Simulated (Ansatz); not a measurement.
**GaNH (quartet): the correlation ladder, cc-pVDZ**

The task here is to estimate one member of a computed series from the others.

The runs use Ansatz 0.2.0, Gaussian basis; cc-pVDZ, core rule «outside noble gas», up to 15 orbitals frozen.

The runs, in order: UHF; CCSD(T) on ROHF; CCSD(T) on UHF; BCCD(T) on ROHF; CISD; CCSDT(Q) on ROHF; CCSDT(Q) on UHF; CASSCF and MRCISD+Q, 9 electrons in 9 orbitals; CASSCF and NEVPT2, 9 electrons in 9 orbitals.

21 further runs of the same task are left out: 8 for a known fault of the program, 3 that didn't finish, 10 set aside as unsound or not needed.

### The system

The geometry is a PBE0/def2-TZVP stationary point (not a proven minimum). No spin-orbit coupling is included. The filled d shell of Ga may be among the frozen orbitals whatever the setting's name suggests; the logs give the count.

3 atoms, charge 0, spin multiplicity 4.

Atoms are counted from 1 here; the program's logs count them from 0.

Bond lengths: N1–Ga2 2.059 Å, N1–H3 1.033 Å. Angles: Ga2–N1–H3 103.2°.

Set-up of the first run:

File in.yaml:

```yaml
crystal:
  periodic: [false, false, false]
  atoms:
    - {symbol: N, position_ang: [0.000000, -0.129588, 1.686081]}
    - {symbol: Ga, position_ang: [0.000000, 0.013637, -0.367511]}
    - {symbol: H, position_ang: [0.000000, 0.857448, 1.991733]}
basis:
  gaussian: {orbitals: cc-pVDZ}
magnetization: {spin_polarized: true, initial_magnetization: 3}
hamiltonian: {xc: hf}
output: {orbitals: {seedname: orbitals}}
```

The run is started by

```console
$ ansatz run in.yaml --threads 1 --pin off --events-out ev --progress --plain --max-ram 2393MiB
```

Among the steps run: UHF; CCSD(T) on ROHF; CCSD(T) on UHF; BCCD(T) on ROHF; CISD; CCSDT(Q) on ROHF; CCSDT(Q) on UHF; CASSCF and MRCISD+Q, 9 electrons in 9 orbitals; CASSCF and NEVPT2, 9 electrons in 9 orbitals.

One table of the session follows, with a row left open; its other results are not shown here.

```
          method  from UCCSDT(Q) (kcal/mol)
            ROHF                    +129.40
             UHF                    +119.38
            RMP2                     +24.75
            UMP2                     +23.46
           RCCSD                      +4.42
           UCCSD                      +4.00
        RCCSD(T)                          ?
        UCCSD(T)                      +0.95
         BCCD(T)                      +1.22
          RCCSDT                      +0.56
          UCCSDT                      +0.28
       RCCSDT(Q)                      +0.27
       UCCSDT(Q)                          0
  CASSCF valence                     +82.06
  NEVPT2 valence                     +18.63
  MRCISD valence                      +5.63
MRCISD+Q valence                      +1.41
```

Q: Estimate the row for RCCSD(T) from the others.

As computed: from UCCSDT(Q) (kcal/mol): +1.25. In the column «from UCCSDT(Q) (kcal/mol)» it lies between BCCD(T) (+1.22) and MRCISD+Q valence (+1.41).

Among the levels timed on like hardware and quicker than the yardstick, those that no quicker one beats, quickest first: NEVPT2 valence (6.5 s, +18.63 kcal/mol); UCCSD(T) (8 s, +0.95 kcal/mol).

Not comparable, so not listed: CISD (they don't share determinant, frozen orbitals or solution with the rows shown, or repeat one).

Caveats from the session: Of the multireference levels listed MRCISD+Q valence comes nearest in total energy (+1.41 kcal/mol), which doesn't show that its space is the better one. Restricted and unrestricted rows rest on different reference determinants; where their highest levels disagree by more than a few hundredths of an eV, they describe different states and don't form one ladder.
